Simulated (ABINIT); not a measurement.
The system is Zr3S2.

```xyz
5
Lattice="2.9025 1.6758 3.4878 -2.9025 1.6758 3.4878 0.0000 -3.3516 3.4878" Properties=species:S:1:pos:R:3 pbc="T T T"
Zr    0.9832    1.7029    5.2317
Zr    0.9832   -1.7029    5.2317
Zr   -1.9663    0.0000    5.2317
S     0.0000    0.0000    6.9583
S     0.0000    0.0000    3.5050
```

The cell comes from a database or a generator and needn't be the stable form of this composition.

* Program: ABINIT 10.8.3 (patched build)
* Task: single point
* Functional: PBE
* Potentials or basis: JTH PAW PBE v2.0
* Cutoff: 544 eV
* k mesh: 6 × 6 × 6
* Occupations: fermi-dirac, width 0.05 eV
* Spin: no spin polarisation

On this cell: pressure -1.1 GPa; largest force 0.059 eV/Å; band gap on the k mesh none (metal or under the smearing width).

The same run follows on a disturbed copy (atoms moved at random, drawn with an rms of 0.05 Å):

```
Zr S
1.0
     2.90254    1.67578    3.48777
    -2.90254    1.67578    3.48777
     0.00000   -3.35156    3.48777
Zr S
3 2
Direct
  0.84516 0.49576 0.14686
  0.49626 0.16190 0.84770
  0.14023 0.85679 0.49747
  0.65685 0.66433 0.66125
  0.33267 0.34574 0.33784
```

Question: What changes?

Answer: The energy (extrapolated to zero smearing) moves by +18.5 meV/atom; pressure -1.7 GPa; largest force 0.831 eV/Å; band gap on the k mesh none (metal or under the smearing width).

Forces on the atoms (eV/Å):
```
Zr  -0.506 -0.563  0.308
Zr  -0.063  0.456 -0.394
Zr   0.811  0.032  0.174
S   -0.244  0.183 -0.055
S    0.001 -0.107 -0.033
```

Stress tensor (GPa, compression positive):
```
-2.37 -0.05  0.22
-0.05 -1.40  0.65
 0.22  0.65 -1.29
```
